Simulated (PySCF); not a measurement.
# Br2Cl2Si: the cost of one run

The runs use PySCF 2.14.0, with density-fitted response routines of our own; the level of theory stands in each step. All values are computed, except where a source is named. Atoms are numbered from 0 throughout.

**1. Starting geometry**

5 atoms, charge 0, multiplicity 1; geometry from: GFN2-xTB.

Bonds of the start (Å): Cl0–Si1 2.01, Si1–Cl2 2.01, Si1–Br3 2.20, Si1–Br4 2.20.

**2. Optimising the geometry at PBE0-D3(BJ)/def2-SVP**

Job settings and geometry (Å):

```
{"job": {"xc": "PBE0", "basis": "def2-SVP", "d3": "d3bj", "grid": 1, "kind": "geom"}, "charge": 0, "multiplicity": 1}
Cl     0.089669     1.992266    -0.528006
Si    -0.004720     0.071536     0.053591
Cl    -0.270757    -0.096235     2.037860
Br     1.815051    -0.999166    -0.561388
Br    -1.620621    -0.965549    -1.019242
```

Run with:

```sh
$ OMP_NUM_THREADS=1 python probes_run.py task.json out
```

One launch serves the whole session: the jobs run in the order shown.

Q: Estimate the wall time and peak memory of this first job on 1 thread of Arm Neoverse V1, shared host.

About 51 s, with a peak of 0.55 GiB.
